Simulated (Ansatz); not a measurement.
Relaxation of a periodic cell of 17 atoms, Be16H (host Be, host structure hcp, interstitial H), to a largest force component of 0.03 eV/Å in at most 60 steps.

Level of theory: Ansatz, DFT LDA, scalar-relativistic, plane waves, PAW. Settings: cutoff 420 eV, k mesh 5x6x4, fermi-dirac smearing 0.05 eV, no spin polarisation.

```xyz
17
Lattice="-2.2900 -3.9664 0.0000 3.4350 -1.9832 0.0000 0.0000 0.0000 7.1769" Properties=species:S:1:pos:R:3
Be 0.000 -3.966 0.000
Be 0.000 -2.644 1.794
Be 0.000 -3.966 3.588
Be 0.000 -2.644 5.383
Be -1.145 -1.983 0.000
Be 2.290 -2.644 1.794
Be -1.145 -1.983 3.588
Be 2.290 -2.644 5.383
Be 1.145 -1.983 0.000
Be 1.145 -0.661 1.794
Be 1.145 -1.983 3.588
Be 1.145 -0.661 5.383
Be 0.000 0.000 0.000
Be 1.145 -4.627 1.794
Be 0.000 0.000 3.588
Be 1.145 -4.627 5.383
H 2.268 -1.250 4.493
```

Where does it end, and by what steps?

The forces met the threshold. Limits of this set-up: coarse k mesh, odd electron count without spin. After 3 steps the energy has fallen by 0.082 eV; H17 moved furthest, 0.07 Å.

```tsv
step	energy less start (eV)	largest force component (eV/Å)	accepted
0	0.0000	0.532	yes
1	-0.0590	0.277	yes
2	-0.0804	0.080	yes
3	-0.0822	0.012	yes
```

```xyz
17
Lattice="-2.2900 -3.9664 0.0000 3.4350 -1.9832 0.0000 0.0000 0.0000 7.1769" Properties=species:S:1:pos:R:3
Be -0.001 -3.955 -0.004
Be -0.007 -2.637 1.774
Be -0.001 -3.923 3.567
Be -0.009 -2.635 5.385
Be -1.139 -1.983 0.022
Be 2.290 -2.648 1.800
Be -1.139 -1.985 3.589
Be 2.288 -2.678 5.405
Be 1.137 -1.982 -0.005
Be 1.157 -0.665 1.780
Be 1.112 -1.999 3.567
Be 1.113 -0.639 5.405
Be -0.015 0.012 0.014
Be 1.150 -4.620 1.799
Be 0.028 -0.014 3.568
Be 1.178 -4.603 5.406
H 2.285 -1.316 4.481
```

Whether the end is a true minimum wasn't checked by a vibrational analysis.

The run took 31 s on 2 CPU threads of a shared host.
